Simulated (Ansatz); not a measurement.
# ZrGa2S2: the cost of one run

Method: DFT PBE, scalar-relativistic, plane waves, PAW, in Ansatz 0.2.0.

1 further run of the same task is left out (it didn't finish).

## (1) The structure to begin with

It takes space group P-6m2 (No. 187, hexagonal). The conventional cell has a = 4.103 Å, b = 4.103 Å, c = 8.024 Å, α = 90.00°, β = 90.00°, γ = 120.00°. Zr (site symmetry -6m2) is surrounded by 3 S at 2.37 Å. Ga (site symmetry 3m) has 6 S at 2.89 to 3.35 Å and 1 Ga at 3.30 Å and 3 Zr at 3.35 Å as nearest neighbours. Around S (site symmetry -6m2) lie 6 Ga at 2.89 Å. S (site symmetry -6m2) has 3 Zr at 2.37 Å as nearest neighbours.

Structure file:

```
CELL_PARAMETERS angstrom
4.10335 0.00000 0.00000
-2.05168 3.55361 0.00000
0.00000 0.00000 8.02400
ATOMIC_POSITIONS crystal
Zr 0.66667 0.33333 0.00000
Ga 0.00000 0.00000 0.70553
Ga 0.00000 0.00000 0.29447
S 0.66667 0.33333 0.50000
S 0.33333 0.66667 0.00000
```

A structure generator made this guess: species swapped into a database cell of Sr2ZnAs2 (P-6m2, No. 187), with Ga on the Sr sites, Zr on the Zn sites and S on the As sites. Lengths come from tabulated atomic sizes and are only a guess.

## (2) Probe: one point on a coarse mesh

File input.yaml:

```yaml
crystal:
  lattice:
    - [4.10335115, 0.0, 0.0]
    - [-2.05167557, 3.55360633, 0.0]
    - [0.0, 0.0, 8.02399855]
  atoms:
    - { symbol: Zr, position: [0.66666667, 0.33333333, 0.0] }
    - { symbol: Ga, position: [0.0, 0.0, 0.70553398] }
    - { symbol: Ga, position: [0.0, 0.0, 0.29446602] }
    - { symbol: S, position: [0.66666667, 0.33333333, 0.5] }
    - { symbol: S, position: [0.33333333, 0.66666667, 0.0] }
basis:
  ecutwfc: 420
kpoints:
  mp_grid: { grid: [6, 6, 2] }
hamiltonian:
  xc: pbe
scf:
  occupations: { method: gaussian, width: 0.1 }
  lower_state_search: "off"
output:
  forces: true
  stress: true
  eigenvalues: true
```

Command:

```bash
> ansatz run input.yaml --threads 1 --pin off --max-ram 2560MiB --backend cpu --events-out ev --progress --plain --runs-dir out
```

What time and memory should one allow on 1 thread of Arm Neoverse V2, shared host?

About 4.1 s, with a peak of 0.34 GiB.
